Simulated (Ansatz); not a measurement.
# B6As: the cost of one run

Computed with Ansatz 0.2.0 (DFT PBEsol, scalar-relativistic, plane waves, PAW, unless a step's input says otherwise).

1 further run of the same task is left out (set aside as unsound or not needed). Runs told in other sessions of the task aren't counted.

## (1) The starting structure

Symmetry: R-3m, No. 166, trigonal system. The conventional cell has a = 6.123 Å, b = 6.123 Å, c = 11.844 Å, α = 90.00°, β = 90.00°, γ = 120.00°. B (site symmetry m) is surrounded by 6 B at 1.77 to 1.89 Å. B (site symmetry m) is surrounded by 5 B at 1.73 to 1.81 Å and 1 As at 1.99 Å. As (site symmetry 3m) is surrounded by 3 B at 1.99 Å.

As a file:

```xyz
14
Lattice="3.0614 1.7675 3.9479 -3.0614 1.7675 3.9479 0.0000 -3.5350 3.9479" Properties=species:S:1:pos:R:3 pbc="T T T"
B     0.0000   -1.0924    1.4055
B    -0.9461    0.5462    1.4055
B     1.6813   -0.9707    7.5649
B     0.0000    1.9414    7.5649
B    -1.6813   -0.9707    7.5649
B     1.6813    0.9707    4.2788
B    -1.6813    0.9707    4.2788
B     0.0000   -1.9414    4.2788
B     0.9461   -0.5462   10.4382
B     0.0000    1.0924   10.4382
B    -0.9461   -0.5462   10.4382
B     0.9461    0.5462    1.4055
As    0.0000    0.0000    7.1157
As    0.0000    0.0000    4.7280
```

It goes back to an entry of the Materials Project.

It is the result of an earlier relaxation at this level (volume 9.16 Å³/atom; gap on the mesh: 2.62 eV).

## (2) Point at V/V0 = 0.97

input.yaml

```yaml
crystal:
  lattice:
    - [3.0304928445, 1.7496558596, 3.9080263265]
    - [-3.0304928445, 1.7496558596, 3.9080263265]
    - [0.0, -3.4993117191, 3.9080263265]
  atoms:
    - { symbol: B, position: [0.0156621731, 0.0156621731, 0.324687585] }
    - { symbol: B, position: [0.0156621731, 0.324687585, 0.0156621731] }
    - { symbol: B, position: [0.8217888295, 0.2725960786, 0.8217888295] }
    - { symbol: B, position: [0.8217888295, 0.8217888295, 0.2725960786] }
    - { symbol: B, position: [0.2725960786, 0.8217888295, 0.8217888295] }
    - { symbol: B, position: [0.7274039214, 0.1782111705, 0.1782111705] }
    - { symbol: B, position: [0.1782111705, 0.7274039214, 0.1782111705] }
    - { symbol: B, position: [0.1782111705, 0.1782111705, 0.7274039214] }
    - { symbol: B, position: [0.9843378269, 0.675312415, 0.9843378269] }
    - { symbol: B, position: [0.9843378269, 0.9843378269, 0.675312415] }
    - { symbol: B, position: [0.675312415, 0.9843378269, 0.9843378269] }
    - { symbol: B, position: [0.324687585, 0.0156621731, 0.0156621731] }
    - { symbol: As, position: [0.600801105, 0.600801105, 0.600801105] }
    - { symbol: As, position: [0.399198895, 0.399198895, 0.399198895] }
basis:
  ecutwfc: 420
kpoints:
  mp_grid: { grid: [6, 6, 6] }
hamiltonian:
  xc: pbesol
scf:
  occupations: { method: gaussian, width: 0.02 }
output:
  forces: true
  stress: true
  eigenvalues: true
relax:
  adjacent_minimum: "off"
  f_tol: 0.01
  max_steps: 30
  cell: { stress_tol: 0.1, fix: [volume] }
```

On the command line:

```
$ ansatz run input.yaml --threads 4 --pin off --max-ram 10240MiB --backend cpu --events-out ev --progress --plain --runs-dir out
```

What time and memory should one allow on 4 threads of Oxide Virtual Turin-like (Zen 5), shared host?

About 17 s, with a peak of 0.61 GiB.
